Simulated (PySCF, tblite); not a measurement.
# C5H10OSi2: geometry, infrared bands and NMR shifts

Wanted: the infrared bands and NMR shifts of C5H10OSi2 (`C=C1CO[SiH2]C(=C)[SiH2]1`), by calculation.

Computed with tblite 0.8.0 and PySCF 2.14.0, with density-fitted response routines of our own, on a single molecule in the gas phase. Atoms count from 0, in the outputs and in this text.

### 1 The starting structure

18 atoms, charge 0, multiplicity 1; geometry from: force field or distance geometry start.

Bonds of the start (Å): C0–C1 1.33, C1–C2 1.52, C2–O3 1.41, O3–Si4 1.66, Si4–C5 1.85, C5–C6 1.35, C5–Si7 1.84, Si7–C1 1.87, C0–H8 1.09, C0–H9 1.10, C2–H10 1.10, C2–H11 1.11, Si4–H12 1.48, Si4–H13 1.48, C6–H14 1.09, C6–H15 1.08, Si7–H16 1.48, Si7–H17 1.47.

### 2 Relaxing the molecule with GFN2-xTB

Job settings and geometry (Å):

```
{"job": {"kind": "relax", "xc": "GFN2-xTB", "basis": "xTB"}, "charge": 0, "multiplicity": 1}
C     -2.450100     1.262300     0.284500
C     -1.471000     0.405800    -0.002500
C     -1.516100    -1.067300     0.367600
O     -0.493600    -1.402000     1.272000
Si     1.072100    -1.476600     0.729200
C      1.573200     0.140700    -0.021700
C      2.806600     0.686600     0.039400
Si     0.116700     0.902000    -0.851800
H     -2.397800     2.316700     0.027900
H     -3.366200     0.940500     0.800600
H     -1.503000    -1.705700    -0.531200
H     -2.478500    -1.294900     0.866500
H      1.161600    -2.534100    -0.299300
H      1.985200    -1.821000     1.838900
H      3.625200     0.198900     0.559200
H      3.033500     1.645900    -0.399200
H      0.055100     0.437000    -2.260500
H      0.238400     2.371500    -0.858200
```

Run with:

```bash
> OMP_NUM_THREADS=1 python probes_run.py task.json out
```

This one command runs all jobs of the session in turn.

**Question.** This job is followed by: GFN2-xTB harmonic vibrations, gas phase; GIAO PBE0/pcSseg-1 NMR shielding, non-relativistic, gas phase. Predict these results of the whole session: strongest single infrared mode (GFN2-xTB); zero-point energy (GFN2-xTB); ¹³C shifts against TMS (PBE0/pcSseg-1); ¹H shifts against TMS (PBE0/pcSseg-1, means over atoms taken as alike); ¹⁷O shifts against H2O (PBE0/pcSseg-1); ²⁹Si shifts against TMS (PBE0/pcSseg-1).

**Answer**, as computed:

| quantity | value |
| --- | --- |
| strongest single infrared mode (GFN2-xTB) | 2186 cm⁻¹, 561 km/mol |
| zero-point energy (GFN2-xTB) | 80.4 kcal/mol |
| ¹³C shifts against TMS (PBE0/pcSseg-1) | 153.1, 152.3, 149.9, 135.6, 74.4 ppm |
| ¹H shifts against TMS (PBE0/pcSseg-1, means over atoms taken as alike) | 6.72, 6.60, 6.16, 5.88, 5.22, 4.85, 4.67 ppm |
| ¹⁷O shifts against H2O (PBE0/pcSseg-1) | 35.2 ppm |
| ²⁹Si shifts against TMS (PBE0/pcSseg-1) | -29.2, -47.0 ppm |

**Reading.** Relaxing lowered the energy by 0.248 eV in 72 steps; the close pair that moved most is C5–Si7, from 1.841 to 1.890 Å. All 48 modes are real, so the xTB geometry is a minimum. The strongest single mode, at 2186 cm⁻¹, moves mainly H12. Unscaled tight-binding wavenumbers are off by several per cent, some by more. Its intensities can rank the bands wrongly.
